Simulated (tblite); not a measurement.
# C3H7BrO2Si2: the cost of one run

The runs use tblite 0.8.0 and PySCF 2.14.0, with density-fitted response routines of our own; the level of theory stands in each step. All values are computed, except where a source is named. Atoms are numbered from 0 throughout.

### 1 The molecule as given

15 atoms, charge 0, multiplicity 1; geometry from: force field or distance geometry start.

Bonds of the start (Å): Br0–C1 1.89, C1–C2 1.31, C2–O3 1.39, O3–Si4 1.71, Si4–O5 1.68, O5–C6 1.40, C6–Si7 1.85, Si7–Si4 2.21, C1–H8 1.11, C2–H9 1.09, Si4–H10 1.47, C6–H11 1.11, C6–H12 1.09, Si7–H13 1.45, Si7–H14 1.45.

### 2 Geometry optimisation with GFN2-xTB

What the job is given:

```
{"job": {"kind": "relax", "xc": "GFN2-xTB", "basis": "xTB"}, "charge": 0, "multiplicity": 1}
Br     2.421400     2.209400     0.655400
C      2.885300     0.453800     0.126700
C      2.238700    -0.259000    -0.766100
O      1.121700     0.193000    -1.457600
Si    -0.396800     0.621500    -0.789900
O     -0.726400     0.249600     0.819700
C     -2.101700     0.115300     0.617500
Si    -1.728900    -1.139700    -0.687000
H      3.759100    -0.051500     0.588600
H      2.577800    -1.266600    -0.998100
H     -1.006800     1.848900    -1.311100
H     -2.676200    -0.346100     1.444400
H     -2.615700     0.987200     0.224300
H     -2.645100    -1.252300    -1.804500
H     -1.110700    -2.355500    -0.189800
```

Started as:

```
OMP_NUM_THREADS=1 python probes_run.py task.json out
```

This one command runs all jobs of the session in turn.

**Question.** How long does this first job take on 1 thread of Arm Neoverse N1, shared host, and how much memory does it need?

About 2.5 s, with a peak of 0.18 GiB.
